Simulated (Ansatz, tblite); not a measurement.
# The cluster Mg₄S₄−: a ladder of methods and basis sets

The task here is to estimate one member of a computed series from the others.

Program: Ansatz 0.2.0, Gaussian basis. Level of theory: as each input shows. These are calculated values, not measurements.

The runs, in order: GFN1-xTB, GFN2-xTB, PBE-D4/def2-TZVPD, r2SCAN-D4/def2-TZVPD, BHLYP-D4/def2-TZVPD, HF/def2-TZVPD, MP2/def2-SVPD, RPA/def2-SVPD.

7 further runs of the same task are left out: 4 that didn't finish, 3 set aside as unsound or not needed. Runs told in other sessions of the task aren't counted.

## The relaxed structure

The geometry is that of the doublet, from an earlier relaxation (r2SCAN-D4/def2-SVPD). At that level it is the lowest of the isomers that a small search found.

8 atoms, charge -1, spin multiplicity 2.

Bond lengths: Mg1–S5 2.373 Å, Mg1–S7 2.709 Å, Mg1–S8 2.373 Å, Mg2–S6 2.471 Å, Mg2–S7 2.470 Å, Mg3–S5 2.339 Å, Mg3–S6 2.478 Å, Mg3–S7 2.526 Å, Mg4–S6 2.478 Å, Mg4–S7 2.526 Å, Mg4–S8 2.339 Å. Angles: S5–Mg1–S7 96.7°, S5–Mg1–S8 136.7°, S7–Mg1–S8 96.7°, S6–Mg2–S7 89.9°, S5–Mg3–S6 144.3°, S5–Mg3–S7 102.7°, S6–Mg3–S7 88.5°, S6–Mg4–S7 88.5°, S6–Mg4–S8 144.3°, S7–Mg4–S8 102.7°, Mg1–S5–Mg3 76.2°, Mg2–S6–Mg3 78.1°, Mg2–S6–Mg4 78.1°, Mg3–S6–Mg4 74.3°, Mg1–S7–Mg2 135.5°, Mg1–S7–Mg3 67.4°, Mg1–S7–Mg4 67.4°, Mg2–S7–Mg3 77.2° and more.

As a file:

```xyz
8

Mg    1.64592    1.25459   -0.06756
Mg   -1.12504   -2.60014    0.60536
Mg   -0.20521   -0.48163   -1.48805
Mg   -0.77432    0.41574    1.30968
S     1.34655    1.00765   -2.40831
S    -2.35803   -0.64696   -0.27228
S     0.96215   -1.27908    0.60579
S     0.50799    2.32983    1.71538
```

The ion is computed in the gas phase, without counter-ions or solvent.

PBE0-D4/def2-TZVPD was run before; its log isn't repeated, and its numbers join the tables.

The first run:

Tight binding, by tblite at 300 K electronic temperature and without a spin-polarisation term:

```python
tblite.interface.Calculator('GFN1-xTB', numbers, positions, charge=-1, uhf=1).singlepoint()
```

Tight binding, by tblite at 300 K electronic temperature and without a spin-polarisation term:

```python
tblite.interface.Calculator('GFN2-xTB', numbers, positions, charge=-1, uhf=1).singlepoint()
```

start.molden holds the orbitals of an earlier run on this state, given as this run's starting guess.

Contents of in.yaml:

```yaml
crystal:
  periodic: [false, false, false]
  atoms:
    - {symbol: Mg, position_ang: [1.645918, 1.254586, -0.067560]}
    - {symbol: Mg, position_ang: [-1.125042, -2.600138, 0.605356]}
    - {symbol: Mg, position_ang: [-0.205209, -0.481627, -1.488045]}
    - {symbol: Mg, position_ang: [-0.774323, 0.415736, 1.309681]}
    - {symbol: S, position_ang: [1.346550, 1.007647, -2.408311]}
    - {symbol: S, position_ang: [-2.358026, -0.646957, -0.272282]}
    - {symbol: S, position_ang: [0.962149, -1.279081, 0.605794]}
    - {symbol: S, position_ang: [0.507993, 2.329834, 1.715377]}
basis:
  gaussian: {orbitals: def2-TZVPD, initial_orbitals: start.molden}
total_charge: -1
magnetization: {spin_polarized: true, initial_magnetization: 1}
hamiltonian: {xc: pbe, dispersion: d4}
scf: {omitted_lower_state_checks: [starts]}
output: {forces: true, orbitals: {seedname: orbitals}}
```

Started as:

```sh
$ ansatz run in.yaml --threads 4 --pin off --events-out ev --progress --plain --max-ram 4787MiB
```

Steps of the session up to this table: PBE-D4/def2-TZVPD; r2SCAN-D4/def2-TZVPD; BHLYP-D4/def2-TZVPD; HF/def2-TZVPD; MP2/def2-SVPD; RPA/def2-SVPD.

One table of the session follows, with a row left open; its other results are not shown here.

It belongs to the step «Levels side by side». 

```
               level  HOMO (eV)  LUMO (eV)  gap (eV)
       HF/def2-TZVPD      -3.51       2.75      6.26
   PBE-D4/def2-TZVPD      -0.86       0.08      0.95
r2SCAN-D4/def2-TZVPD          ?          ?         ?
  PBE0-D4/def2-TZVPD      -1.60       0.70      2.30
 BHLYP-D4/def2-TZVPD      -2.17       1.21      3.38
```

Estimate the missing values for r2SCAN-D4/def2-TZVPD.

As computed: HOMO (eV): -1.03; LUMO (eV): 0.34; gap (eV): 1.37. In the column «HOMO (eV)» it lies between PBE0-D4/def2-TZVPD (-1.60) and PBE-D4/def2-TZVPD (-0.86).
